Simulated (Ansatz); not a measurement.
# TaN: the cost of one run

Method: DFT PBEsol+U (U_eff = 7 eV on Ta d, around-mean-field double counting), plane waves, PAW, no spin–orbit coupling unless a run says so, in Ansatz 0.2.0.

1 further run of the same task is left out (it didn't finish).

### Step 1. The starting structure

Symmetry: P-6m2, No. 187, hexagonal system. Conventional cell: a = 2.938 Å, b = 2.938 Å, c = 2.883 Å, α = 90.00°, β = 90.00°, γ = 120.00°. Ta (site symmetry -6m2) has 6 N at 2.23 Å as nearest neighbours. Around N (site symmetry -6m2) lie 6 Ta at 2.23 Å.

Coordinates:

```
CELL_PARAMETERS angstrom
2.93800 0.00000 0.00000
-1.46900 2.54438 0.00000
0.00000 0.00000 5.76600
ATOMIC_POSITIONS crystal
Ta 0.33333 0.66667 0.25000
N 0.00000 0.00000 0.00000
Ta 0.33333 0.66667 0.75000
N 0.00000 0.00000 0.50000
```

### Step 2. Ferromagnetic start, free, symmetry kept, no search

File input.yaml:

```yaml
crystal:
  lattice:
    - [2.93800111, 0.0, 0.0]
    - [-1.46900055, 2.5443836, 0.0]
    - [0.0, 0.0, 5.76600442]
  atoms:
    - { symbol: Ta, position: [0.3333333333, 0.6666666667, 0.25], spin: 2.0 }
    - { symbol: "N", position: [0.0, 0.0, 0.0] }
    - { symbol: Ta, position: [0.3333333333, 0.6666666667, 0.75], spin: 2.0 }
    - { symbol: "N", position: [0.0, 0.0, 0.5] }
basis:
  ecutwfc: 420
  ecutrho_ratio: 4
kpoints:
  mp_grid: { grid: [7, 7, 4] }
hamiltonian:
  xc: pbesol
  hubbard:
    sites: [{ site: 0, l: d, u_eff: 7.0 }, { site: 2, l: d, u_eff: 7.0 }]
    double_counting: amf
scf:
  occupations: { method: gaussian, width: 0.05 }
  lower_state_search: "off"
  max_iter: 150
output:
  forces: true
  stress: true
  eigenvalues: true
  populations: true
  hubbard: { sites: [{ site: 0, l: d }, { site: 2, l: d }] }
magnetization:
  spin_polarized: true
```

Command:

```bash
$ ansatz run input.yaml --threads 2 --pin off --max-ram 3072MiB --backend cpu --events-out ev --progress --plain --runs-dir out
```

Q: Estimate wall time and peak memory on 2 threads of Arm Neoverse N1, shared host.

About 13 s, with a peak of 0.4 GiB.
